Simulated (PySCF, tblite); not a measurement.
# C₄H₄F₃N: dynamics, then NMR shifts on frames

How do NMR shifts of C₄H₄F₃N (`[H]/N=C\C(F)=C\C(F)F`) change as the atoms move?

Programs: tblite 0.8.0 and PySCF 2.14.0, with density-fitted response routines of our own. Each step states its level of theory. These are calculated values for one molecule in the gas phase, unless marked as measured. Atoms count from 0, in the outputs and in this text.

## (1) The molecule as given

12 atoms, charge 0, multiplicity 1; geometry from: GFN2-xTB.

Bonds of the start (Å): N0–C1 1.25, C1–C2 1.47, C2–F3 1.35, C2–C4 1.33, C4–C5 1.50, C5–F6 1.36, C5–F7 1.36, N0–H8 1.02, C1–H9 1.09, C4–H10 1.08, C5–H11 1.10.

## (2) A short Langevin run with GFN2-xTB

What the job is given:

```
{"job": {"kind": "md", "xc": "GFN2-xTB", "basis": "xTB", "temperature": 400, "steps": 2000, "every": 50, "frames": 5}, "charge": 0, "multiplicity": 1}
N     -2.539678     0.262758     0.791394
C     -1.946411    -0.398579    -0.092831
C     -0.508661    -0.430716    -0.404259
F     -0.201474    -1.260249    -1.418035
C      0.456337     0.257593     0.204502
C      1.903650     0.170191    -0.167255
F      2.372661     1.394012    -0.518323
F      2.639828    -0.217260     0.904830
H     -1.957010     0.859501     1.375505
H     -2.552646    -1.040425    -0.725750
H      0.226552     0.928371     1.017510
H      2.108050    -0.525883    -0.993315
```

With the program's defaults for keys left out, this is: GFN2-xTB Langevin dynamics, gas phase.

Run with:

```sh
> OMP_NUM_THREADS=1 python probes_run.py task.json out
```

The driver reads the jobs from task.json and runs them one after another.

The log of the run:

```text
t/fs     T/K      E/eV
    0.0   348.7   -752.66656
   25.0   236.2   -752.42003
   50.0   319.4   -752.28702
   75.0   274.0   -752.28655
  100.0   327.4   -752.26246
  125.0   264.8   -752.10060
  150.0   333.6   -752.15184
  175.0   244.5   -752.11631
  200.0   255.6   -752.21137
  225.0   394.1   -752.32216
  250.0   363.9   -752.18507
  275.0   449.4   -752.21468
  300.0   518.0   -752.11294
  325.0   522.1   -752.06975
  350.0   607.1   -752.24204
  375.0   581.7   -752.20962
  400.0   502.9   -752.08749
  425.0   473.7   -751.98519
  450.0   586.9   -752.12645
  475.0   430.7   -751.96200
  500.0   329.4   -751.77026
  525.0   390.9   -752.02286
  550.0   342.5   -752.08319
  575.0   339.8   -752.02498
  600.0   441.8   -752.22784
  625.0   283.0   -752.04426
  650.0   559.1   -752.37936
  675.0   390.7   -752.10546
  700.0   414.0   -752.25971
  725.0   604.9   -752.20130
  750.0   333.0   -752.02656
  775.0   275.7   -752.08919
  800.0   206.4   -752.01494
  825.0   302.0   -752.31953
  850.0   283.8   -752.07145
  875.0   348.8   -752.17459
  900.0   325.9   -752.33460
  925.0   296.0   -752.21981
  950.0   413.7   -752.34372
  975.0   297.2   -752.01689
 1000.0   380.0   -752.14714
```

Wall time 9.8 s (1 thread of Arm Neoverse V1, shared host); peak memory 0.18 GiB.

Distance from the start (root mean square after alignment): 0 fs 0.00 Å, 200 fs 0.27 Å, 400 fs 0.34 Å, 600 fs 0.38 Å, 800 fs 0.43 Å, 1000 fs 0.36 Å.

Positions (Å) and forces (eV/Å) at 1000 fs:

```xyz
12

N    -2.345   -0.390    2.802    1.015   -0.343   -0.853
C    -2.418   -0.537    1.562   -0.226    0.389   -1.324
C    -1.340   -0.676    0.481   -0.274    0.197    0.814
F    -1.728   -1.481   -0.516   -0.557   -0.162   -0.212
C    -0.158   -0.078    0.316    0.491   -0.108    2.457
C     0.708   -0.305   -0.848    0.400    2.111    0.036
F     0.846    0.927   -1.469    0.043   -0.264   -0.116
F     1.948   -0.691   -0.578    0.935   -0.157    0.769
H    -1.358   -0.468    3.015    0.304    0.203    1.104
H    -3.416   -0.499    1.128    0.033   -0.171   -0.147
H     0.388    0.461    1.127   -0.953   -0.172   -0.668
H     0.353   -0.985   -1.537   -1.211   -1.524   -1.861
```

## (3) Nuclear shieldings: 250 fs, PBE0/pcSseg-1

What the job is given:

```
{"job": {"kind": "nmr", "xc": "PBE0", "basis": "pcSseg-1", "pop": false}, "charge": 0, "multiplicity": 1}
N     -2.847500     0.873700     1.103300
C     -2.495300    -0.011000     0.270000
C     -1.070800    -0.233800    -0.085400
F     -0.863600    -0.719700    -1.376800
C     -0.059200     0.247100     0.577100
C      1.368800    -0.002200     0.130300
F      2.051500     1.161400    -0.206800
F      1.980800    -0.505700     1.215300
H     -2.221600     1.330300     1.800400
H     -3.232300    -0.451100    -0.326800
H     -0.250400     0.660200     1.589100
H      1.577700    -0.691900    -0.731800
```

Method: GIAO PBE0/pcSseg-1 NMR shielding, non-relativistic, gas phase.

The log of the run:

```text
coarse grid: 11144 points
cycle   1  E = -508.2683820809  dE =  1.139e+00  |g| = 8.581e-01  |ddm| = 3.124e+00
cycle   2  E = -508.0818542615  dE =  1.865e-01  |g| = 1.365e+00  |ddm| = 1.591e+00
cycle   3  E = -508.3927867311  dE = -3.109e-01  |g| = 1.506e-01  |ddm| = 1.101e+00
cycle   4  E = -508.3967138641  dE = -3.927e-03  |g| = 8.180e-02  |ddm| = 1.787e-01
cycle   5  E = -508.3980960094  dE = -1.382e-03  |g| = 1.632e-02  |ddm| = 7.540e-02
cycle   6  E = -508.3981460164  dE = -5.001e-05  |g| = 4.679e-03  |ddm| = 1.655e-02
cycle   7  E = -508.3981499686  dE = -3.952e-06  |g| = 1.688e-03  |ddm| = 4.703e-03
final grid: 112128 points
cycle   8  E = -508.4643471169  dE = -4.259e-05  |g| = 8.887e-03  |ddm| = 3.036e-02
cycle   9  E = -508.4643301098  dE =  1.701e-05  |g| = 1.374e-02  |ddm| = 1.773e-02
cycle  10  E = -508.4643625250  dE = -3.242e-05  |g| = 1.256e-03  |ddm| = 1.018e-02
cycle  11  E = -508.4643628355  dE = -3.105e-07  |g| = 5.305e-04  |ddm| = 1.400e-03
cycle  12  E = -508.4643628932  dE = -5.767e-08  |g| = 1.923e-04  |ddm| = 5.615e-04
cycle  13  E = -508.4643628999  dE = -6.655e-09  |g| = 4.542e-05  |ddm| = 1.586e-04
cycle  14  E = -508.4643629002  dE = -3.621e-10  |g| = 1.793e-05  |ddm| = 5.300e-05
converged SCF energy = -508.4643629002

GIAO shielding tensors (ppm)
atom      isotropic    diamagn.    paramagn.     s11        s22        s33       span
  0 N     -148.678     321.267    -469.945   -588.505   -112.597    255.069    843.574
  1 C       22.981     250.100    -227.119    -83.301     31.091    121.154    204.455
  2 C       16.605     251.866    -235.262    -76.245     53.301     72.758    149.003
  3 F      285.958     477.229    -191.271    177.102    324.543    356.230    179.128
  4 C       72.501     260.948    -188.447    -20.703     85.621    152.585    173.288
  5 C       65.464     238.227    -172.764     45.244     69.676     81.471     36.227
  6 F      284.687     471.660    -186.973    157.628    337.099    359.335    201.707
  7 F      293.421     471.304    -177.883    195.921    312.044    372.297    176.377
  8 H       16.952      33.181     -16.229      1.809     22.998     26.050     24.241
  9 H       23.671      27.477      -3.806     21.293     22.833     26.887      5.595
 10 H       25.291      33.286      -7.995     22.358     24.955     28.561      6.203
 11 H       24.048      27.759      -3.711     22.038     22.780     27.326      5.288
```

It took 15 s on 1 thread of Arm Neoverse V1, shared host; peak memory 0.71 GiB.

The references, computed at this level on geometries of the same kind, shield at (ppm): 1H TMS 31.72, 13C TMS 186.9, 19F CFCl3 170.9, 15N NH3 267.7. Their shielding less the atom's gives the shift. The references are single molecules in the gas phase, so shifts against H2O, NH3, PH3, H3PO4 or CFCl3 are not on the usual liquid scales and can be off by tens of ppm. Each atom is listed at this fixed geometry, with no averaging over motion; a spectrum would average atoms that exchange fast.

| atoms | environment | σ (ppm) | δ (ppm) |
| --- | --- | --- | --- |
| C2 | fully substituted alkene carbon | 16.6 | 170.3 |
| C1 | C=N carbon | 23.0 | 163.9 |
| C5 | allylic sp3 CH bonded to 2 F | 65.5 | 121.5 |
| C4 | alkene CH | 72.5 | 114.4 |
| H8 | hydrogen on an imine nitrogen | 16.95 | 14.76 |
| H9 | hydrogen on a C=N carbon | 23.67 | 8.05 |
| H11 | hydrogen on an allylic sp3 CH bonded to 2 F | 24.05 | 7.67 |
| H10 | hydrogen on an alkene CH | 25.29 | 6.43 |
| N0 | imine nitrogen | -148.7 | 416.4 |
| F6 | fluorine of a CF2 group | 284.7 | -113.7 |
| F3 | vinylic fluorine | 286.0 | -115.0 |
| F7 | fluorine of a CF2 group | 293.4 | -122.5 |

## (4) NMR shieldings: 425 fs, PBE0/pcSseg-1

What the job is given:

```
{"job": {"kind": "nmr", "xc": "PBE0", "basis": "pcSseg-1", "pop": false}, "charge": 0, "multiplicity": 1}
N     -2.953900     1.181900     1.426600
C     -2.666300     0.001900     0.882300
C     -1.377000    -0.397100     0.338600
F     -1.326100    -1.505200    -0.415800
C     -0.319400     0.384200     0.411300
C      0.966300    -0.173700    -0.286300
F      1.832900     0.783600    -0.702500
F      1.724700    -1.027900     0.557700
H     -2.158200     1.696500     1.727000
H     -3.482000    -0.575800     0.425600
H     -0.337900     1.353800     0.960300
H      0.657300    -0.779600    -1.190800
```

Level: GIAO PBE0/pcSseg-1 NMR shielding, non-relativistic, gas phase.

The log of the run:

```text
coarse grid: 11144 points
cycle   1  E = -508.2601573131  dE =  1.035e+00  |g| = 8.585e-01  |ddm| = 3.102e+00
cycle   2  E = -508.0253606419  dE =  2.348e-01  |g| = 1.438e+00  |ddm| = 1.624e+00
cycle   3  E = -508.3842123277  dE = -3.589e-01  |g| = 1.968e-01  |ddm| = 1.159e+00
cycle   4  E = -508.3913353938  dE = -7.123e-03  |g| = 9.672e-02  |ddm| = 2.165e-01
cycle   5  E = -508.3933356253  dE = -2.000e-03  |g| = 1.639e-02  |ddm| = 8.727e-02
cycle   6  E = -508.3933816168  dE = -4.599e-05  |g| = 5.685e-03  |ddm| = 1.527e-02
cycle   7  E = -508.3933873174  dE = -5.701e-06  |g| = 1.962e-03  |ddm| = 5.174e-03
final grid: 112128 points
cycle   8  E = -508.4594567675  dE = -3.983e-05  |g| = 8.360e-03  |ddm| = 2.562e-02
cycle   9  E = -508.4594393227  dE =  1.744e-05  |g| = 1.315e-02  |ddm| = 1.532e-02
cycle  10  E = -508.4594708727  dE = -3.155e-05  |g| = 1.238e-03  |ddm| = 9.018e-03
cycle  11  E = -508.4594711921  dE = -3.195e-07  |g| = 4.701e-04  |ddm| = 1.350e-03
cycle  12  E = -508.4594712386  dE = -4.647e-08  |g| = 1.914e-04  |ddm| = 4.835e-04
cycle  13  E = -508.4594712448  dE = -6.225e-09  |g| = 6.975e-05  |ddm| = 1.707e-04
cycle  14  E = -508.4594712459  dE = -1.081e-09  |g| = 1.549e-05  |ddm| = 6.873e-05
cycle  15  E = -508.4594712460  dE = -5.548e-11  |g| = 3.769e-06  |ddm| = 1.308e-05
converged SCF energy = -508.4594712460

GIAO shielding tensors (ppm)
atom      isotropic    diamagn.    paramagn.     s11        s22        s33       span
  0 N     -149.889     322.532    -472.421   -574.281   -141.846    266.459    840.740
  1 C        3.594     250.995    -247.402   -118.367      9.767    119.380    237.747
  2 C       19.897     253.956    -234.059    -79.677     63.043     76.325    156.001
  3 F      298.135     476.244    -178.110    203.197    289.302    401.905    198.707
  4 C       64.717     262.109    -197.392    -25.874     72.134    147.892    173.765
  5 C       58.435     238.810    -180.375     38.370     54.744     82.191     43.821
  6 F      310.249     471.759    -161.510    201.568    329.130    400.049    198.481
  7 F      260.549     473.046    -212.497    108.230    331.485    341.933    233.703
  8 H       17.682      36.508     -18.827      1.243     24.086     27.716     26.473
  9 H       22.772      25.592      -2.820     19.342     22.153     26.820      7.478
 10 H       24.729      33.683      -8.954     21.885     24.407     27.895      6.009
 11 H       23.749      28.244      -4.494     20.769     24.006     26.473      5.704
```

Wall time 16 s (1 thread of Arm Neoverse V1, shared host); peak memory 0.73 GiB.

Key values: δ C1 183.3, C2 167.0, C5 128.5, C4 122.2, H8 14.04, H9 8.95 ppm.

[end of part 1 of 2]
